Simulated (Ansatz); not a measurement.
GaS, an atomisation energy

Run with the Python package of Ansatz (0.2.0).

`run_tae.py`:
```python
from collections import Counter

import ansatz
from ase import Atoms

SETTINGS = {
    "basis": "def2-SVPD",
    "functional": "r2scan",
}


def total_energy(molecule, charge=0, unpaired=0):
    calc = molecule.calculation().basis(gaussian=SETTINGS["basis"]).functional(SETTINGS["functional"])
    if charge:
        calc = calc.charge(charge)
    if unpaired:
        calc = calc.spin("collinear", total=unpaired)
    report = calc.run(threads=1).report
    if report["published_state_doubts"]:
        print("  doubts:", report["published_state_doubts"])
    return report["free_energy_ev"]

atoms = Atoms(["Ga", "S"], positions=[
    (0.0, 0.0, 0.0),
    (0.0, 0.0, 2.19),
])
molecule = ansatz.Crystal.molecule_from_ase(atoms)

unpaired = {"Ga": 1, "S": 2}
counts = Counter(site.symbol for site in molecule.cartesian_sites)
atom_energy = {s: total_energy(ansatz.Crystal.molecule().atom(s, (0, 0, 0)), 0, unpaired[s]) for s in counts}
whole = total_energy(molecule, 0, 1)
for s, e in atom_energy.items():
    print(f"{s:2s} x{counts[s]}  {e:14.5f} eV")
print(f"GaS: {whole:.5f} eV")
split = sum(counts[s] * e for s, e in atom_energy.items()) - whole
print(f"atomisation energy (no zero-point term): {split:.3f} eV, {split / sum(counts.values()):.3f} eV an atom")
```

```console
$ python run_tae.py
Ga x1    -52369.60553 eV
S  x1    -10828.88470 eV
GaS: -63202.26234 eV
atomisation energy (no zero-point term): 3.772 eV, 1.886 eV an atom
```

3.772 eV from the electronic energies, without the zero-point term.

Caveats:
- Total energies depend on the basis set; only differences at equal settings carry meaning.
- The geometry is a force-field or estimated start, not a minimum of this method, and the basis set is short of its limit. All parts are taken at fixed geometry, without zero-point energy.
- The run takes the species as open-shell (spin multiplicity 2), which needn't be its ground state.
- The spin state was assumed, and another may lie lower.
- Wall time of the script: 16 s on 1 thread of Arm Neoverse V1, on a shared host, peak memory 0.23 GiB.
